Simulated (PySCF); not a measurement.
# KCa: spin, charge, geometry and surroundings

Aim: change spin, charge, geometry, field or solvent of KCa, one at a time, and compare with the base run.

The runs use PySCF 2.14.0; method and basis as typed in the scripts.

## (1) Where the work starts

KCa: 2 atoms, charge 0, spin multiplicity 2.

Bond lengths: K1–Ca2 3.535 Å.

## (2) The base run

input.py

```python
from pyscf import gto, scf, tdscf

mol = gto.M(
    atom='K 0 0 0; Ca 0 0 3.535',
    basis='cc-pvdz-dk',
    charge=0,
    spin=1,
    symmetry=True,
    verbose=4,
)
mf = scf.UHF(mol)
mf = mf.sfx2c1e()
mf.kernel()
td = tdscf.TDA(mf)
td.nstates = 6
td.kernel()
td.analyze()
mf.dip_moment()
print('orbital energies (hartree):', [e[max(0, n-3):n+3].round(4) for e, n in zip(mf.mo_energy, mol.nelec)])
```

Started as:

```bash
$ OMP_NUM_THREADS=1 python input.py
```

Its log is not repeated here.

In short: E(SCF) = -1281.060590 Eh, 15 cycles, ⟨S²⟩ = 0.879, μ = 0.98 D, excitations 0.65, 0.65, 1.16, 1.16, 1.19 eV.

The bond length is a typed value, not an optimised one.

## (3) Charge -1 (singlet)

Variant 1 changes charge: 0 → -1; spin (2S): 1 → 0.

input.py

```python
from pyscf import gto, scf, tdscf

mol = gto.M(
    atom='K 0 0 0; Ca 0 0 3.535',
    basis='cc-pvdz-dk',
    charge=-1,
    spin=0,
    symmetry=True,
    verbose=4,
)
mf = scf.UHF(mol)
mf = mf.sfx2c1e()
mf.kernel()
td = tdscf.TDA(mf)
td.nstates = 6
td.kernel()
td.analyze()
mf.dip_moment()
print('orbital energies (hartree):', [e[max(0, n-3):n+3].round(4) for e, n in zip(mf.mo_energy, mol.nelec)])
```

Started as:

```bash
$ OMP_NUM_THREADS=1 python input.py
```

## (4) Bond 10 Å

Variant 2 changes bond length: 3.535 Å → 10 Å.

input.py, as its differences from that of step 2:

```diff
@@ -3,3 +3,3 @@
 mol = gto.M(
-    atom='K 0 0 0; Ca 0 0 3.535',
+    atom='K 0 0 0; Ca 0 0 10',
     basis='cc-pvdz-dk',
```

## (5) Bond 2.828 Å

Variant 3 changes bond length: 3.535 Å → 2.828 Å.

input.py, as its differences from that of step 2:

```diff
@@ -3,3 +3,3 @@
 mol = gto.M(
-    atom='K 0 0 0; Ca 0 0 3.535',
+    atom='K 0 0 0; Ca 0 0 2.828',
     basis='cc-pvdz-dk',
```

## (6) Bond 3.782 Å

Variant 4 changes bond length: 3.535 Å → 3.782 Å.

input.py, as its differences from that of step 2:

```diff
@@ -3,3 +3,3 @@
 mol = gto.M(
-    atom='K 0 0 0; Ca 0 0 3.535',
+    atom='K 0 0 0; Ca 0 0 3.782',
     basis='cc-pvdz-dk',
```

## (7) Charge +1 (singlet)

Variant 5 changes charge: 0 → 1; spin (2S): 1 → 0.

input.py, as its differences from that of step 2:

```diff
@@ -5,4 +5,4 @@
     basis='cc-pvdz-dk',
-    charge=0,
-    spin=1,
+    charge=1,
+    spin=0,
     symmetry=True,
```

What does the calculation give? Wanted: for each run, E(SCF); from base; gap, α spin; SCF dipole; after the SCF.

The runs gave:

```
                    run  E(SCF) (hartree)  from base (eV)  cycles  gap, α spin (eV)  SCF dipole (D)              after the SCF
                   base      -1281.060590               0      15              3.95            0.98  lowest root found 0.65 eV
    charge -1 (singlet)      -1281.052066         +0.2319      12              3.01             n/a  lowest root found 0.05 eV
bond 10 Å (poor choice)      -1281.072715         -0.3299       6              4.38            0.00  lowest root found 1.12 eV
           bond 2.828 Å      -1281.015036         +1.2396      13              3.85            0.56  lowest root found 0.37 eV
           bond 3.782 Å      -1281.067035         -0.1754      15              3.99            0.85  lowest root found 0.76 eV
    charge +1 (singlet)      -1280.930837         +3.5308       9              6.03             n/a  lowest root found 1.10 eV
```

**Reading.** Of the runs whose energies can be compared, “bond 2.828 Å” moves the SCF energy most (+1.240 eV). At the SCF level, adding an electron (to the singlet) costs 0.23 eV at fixed geometry; correlation, diffuse functions and relaxation can still bind it. At the SCF level, going to the singlet with one electron fewer costs 3.53 eV at fixed geometry. Rows marked «poor choice» come from settings spoiled on purpose.
